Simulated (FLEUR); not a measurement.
# In3Se: equation of state with PBE

Crystal: In3Se.

```
CELL_PARAMETERS angstrom
4.80376 0.00000 0.00000
0.00000 4.80376 0.00000
0.00000 0.00000 4.80376
ATOMIC_POSITIONS crystal
In 0.50000 0.50000 0.00000
In 0.50000 0.00000 0.50000
In 0.00000 0.50000 0.50000
Se 0.00000 0.00000 0.00000
```

The cell comes from a database or a generator and needn't be the stable form of this composition.

- Program: FLEUR MaX-R8.1 (later development tree)
- Task: equation of state
- Functional: PBE
- Potentials or basis: all-electron
- Basis: FLAPW
- Kmax: 4.1 1/bohr
- k mesh: 6 × 6 × 6
- Occupations: fermi-dirac, width 0.05 eV
- Spin: no spin polarisation
- Gmax: 12.7 1/bohr
- Muffin-tin radii: In 2.66, Se 2.66 bohr
- lmax: In 10, Se 10
- lnonsphr: In 10, Se 10
- Local orbitals a species: In 5, Se 4

The equilibrium volume is 27.49 Å³/atom. The bulk modulus is 34 GPa and the pressure derivative of the bulk modulus is 5.1 (rough: it moves with the points fitted).

Energy against volume, from the lowest point:
```
volume (Å³/atom)  energy (meV/atom)
          26.050               8.63
          26.604               3.00
          27.713               0.00
          28.822               5.99
          29.376              11.73
```
